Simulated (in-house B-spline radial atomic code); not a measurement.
# Cr¹⁹⁺: excited configurations

Wanted: excitation energies of Cr¹⁹⁺ as differences of total energies (ΔSCF).

The numbers are computed with in-house B-spline radial atomic code version 1 (Dirac-Hartree-Fock, average of configuration, Fermi nucleus, basis-set limit), except any that are marked as measured or tabulated.

### 1 Starting point

```
element       : chromium (Z = 24)
charge        : +19
electrons     : 5
configuration : [He] 2s2 2p1
Hamiltonian   : Dirac-Coulomb
nucleus       : Fermi, rms radius 3.645 fm
```

The outer shells:

[He] 2s2 2p1
```
[He] core
2s [↑↓]
2p [↑ ][  ][  ]
```

The boxes draw the filling by Hund's rule, which heavy ions in jj coupling don't follow; these runs average over all states of the configuration.

Settings of the run:

```ini
Z = 24
electrons = 5.0
configuration = [He] 2s2 2p1
hamiltonian = dirac
method = hf
spin_polarised = False
nucleus = fermi
rms_radius = 3.6452
mass_number = 52
atomic_mass = 51.940504714
speed_of_light = 137.035999084
```

The reference is known from an earlier run: -743.309730 hartree in all. Up to eight levels, counted from the top:

```
orbital  occupation  energy (eV)  <r> (bohr)
  1s1/2           2     -7104.83     0.06303
  2s1/2           2     -1540.21      0.2679
  2p1/2    0.333333     -1498.35      0.2283
  2p3/2    0.666667     -1487.45      0.2305
```

### 2 Configuration [He] 2s1 2p1 5s1

Settings of the run:

```ini
Z = 24
electrons = 5.0
configuration = [He] 2s1 2p1 5s1
hamiltonian = dirac
method = hf
spin_polarised = False
nucleus = fermi
rms_radius = 3.6452
mass_number = 52
atomic_mass = 51.940504714
speed_of_light = 137.035999084
```

### 3 [He] 2s2 5d1

The settings differ from step 2 so:

```diff
@@ -2,3 +2,3 @@
 electrons = 5.0
-configuration = [He] 2s1 2p1 5s1
+configuration = [He] 2s2 5d1
 hamiltonian = dirac
```

### 4 Configuration [He] 2s2 5p1

The settings differ from step 3 so:

```diff
@@ -2,3 +2,3 @@
 electrons = 5.0
-configuration = [He] 2s2 5d1
+configuration = [He] 2s2 5p1
 hamiltonian = dirac
```

### 5 Run with [He] 2s2 5f1

The settings differ from step 4 so:

```diff
@@ -2,3 +2,3 @@
 electrons = 5.0
-configuration = [He] 2s2 5p1
+configuration = [He] 2s2 5f1
 hamiltonian = dirac
```

### 6 Run with [He] 2s2 4s1

The settings differ from step 5 so:

```diff
@@ -2,3 +2,3 @@
 electrons = 5.0
-configuration = [He] 2s2 5f1
+configuration = [He] 2s2 4s1
 hamiltonian = dirac
```

Before running: How far above the reference does each configuration lie (order and size, in eV)?

The runs gave:

| net move | configuration | energy above the reference (eV) | with Breit, QED, recoil (eV) | largest <r> (bohr) |
| --- | --- | --- | --- | --- |
| 2p → 4s | [He] 2s2 4s1 | 1129.27 | 1128.84 | 1.13 |
| 2p → 5p | [He] 2s2 5p1 | 1266.74 | 1266.26 | 1.78 |
| 2p → 5d | [He] 2s2 5d1 | 1270.37 | 1269.86 | 1.71 |
| 2p → 5f | [He] 2s2 5f1 | 1272.27 | 1271.76 | 1.57 |
| 2s → 5s | [He] 2s1 2p1 5s1 | 1311.66 | 1310.88 | 1.79 |

Quantum defects of the promoted electron, δ = n − ζ/√(−2ε) with ζ = 20 and ε its orbital energy in hartree:

| promotion | δ |
| --- | --- |
| 2p → 4s | 0.118 |
| 2p → 5p | 0.067 |
| 2p → 5d | 0.027 |
| 2p → 5f | 0.005 |
| 2s → 5s | 0.167 |

What this shows: The lowest of them is 2p → 4s at 1129.27 eV and the highest 2s → 5s at 1311.66 eV. Of those tabulated, the defect is largest for 5s (0.17) and least for 5f (0.00); at this charge much of the defect is relativistic. Two partly filled shells share a symmetry and can mix in the average, which may lower the energy, for: 2s → 5s. These are averages over configurations, without correlation, not spectroscopic levels.
